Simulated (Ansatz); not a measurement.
# BFH3OPSi: how energies converge with the basis set

The task here is to estimate one member of a computed series from the others.

The runs use Ansatz 0.2.0, Gaussian basis; one geometry, several basis sets.

The runs, in order: PBE0-D4/def2-SVP; ωB97M-V/def2-SVP; PBE0-D4/def2-QZVPP; ωB97M-V/def2-QZVPP; the functionals' def2-TZVPP values are taken from earlier runs.

## Structure used throughout

An earlier PBE0-D4 in a triple-zeta def2 set relaxation fixed the geometry.

SMILES `FB1OP[SiH2]1`, 8 atoms, charge 0, spin multiplicity 1.

Atoms are counted from 1 here; the program's logs count them from 0.

Bond lengths: F1–B2 1.316 Å, B2–O3 1.361 Å, B2–Si5 2.035 Å, O3–P4 1.722 Å, P4–Si5 2.288 Å, P4–H6 1.427 Å, Si5–H7 1.485 Å, Si5–H8 1.485 Å. Angles: F1–B2–O3 120.9°, F1–B2–Si5 137.7°, O3–B2–Si5 101.4°, B2–O3–P4 106.8°, O3–P4–Si5 81.9°, O3–P4–H6 97.5°, Si5–P4–H6 93.3°, B2–Si5–P4 69.9°, B2–Si5–H7 119.8°, B2–Si5–H8 118.9°, P4–Si5–H7 117.7°, P4–Si5–H8 115.2°, H7–Si5–H8 110.1°.

Set-up of the first run:

File in.yaml:

```yaml
crystal:
  periodic: [false, false, false]
  atoms:
    - {symbol: F, position_ang: [0.234527, 2.447974, 0.503239]}
    - {symbol: B, position_ang: [-0.041072, 1.166992, 0.385209]}
    - {symbol: O, position_ang: [-0.656166, 0.489348, 1.392200]}
    - {symbol: P, position_ang: [-0.860402, -1.132476, 0.849615]}
    - {symbol: Si, position_ang: [0.181726, -0.298076, -1.009052]}
    - {symbol: H, position_ang: [0.348425, -1.664097, 1.390157]}
    - {symbol: H, position_ang: [1.537606, -0.812220, -1.330585]}
    - {symbol: H, position_ang: [-0.652346, -0.254646, -2.236582]}
basis:
  gaussian: {orbitals: def2-SVP}
hamiltonian: {xc: pbe0, dispersion: d4}
output: {orbitals: {seedname: orbitals}}
```

Run with:

```bash
$ ansatz run in.yaml --threads 2 --pin off --events-out ev --progress --plain --max-ram 4352MiB
```

Among the steps run: PBE0-D4 in def2-SVP; ωB97M-V in def2-SVP; PBE0-D4 in def2-QZVPP; ωB97M-V in def2-QZVPP.

One of the session's tables, all rows but one given; the rest of the session is left out.

It belongs to the step «Functionals by basis». 

```
functional       basis  HOMO (eV)
   PBE0-D4    def2-SVP      -7.38
   PBE0-D4  def2-TZVPP          ?
   PBE0-D4  def2-QZVPP      -7.40
   ωB97M-V    def2-SVP      -9.40
   ωB97M-V  def2-TZVPP      -9.44
   ωB97M-V  def2-QZVPP      -9.45
```

Estimate the missing values for PBE0-D4, def2-TZVPP.

**Answer.** HOMO (eV): -7.39. In the column «HOMO (eV)» it lies between PBE0-D4, def2-QZVPP (-7.40) and PBE0-D4, def2-SVP (-7.38).
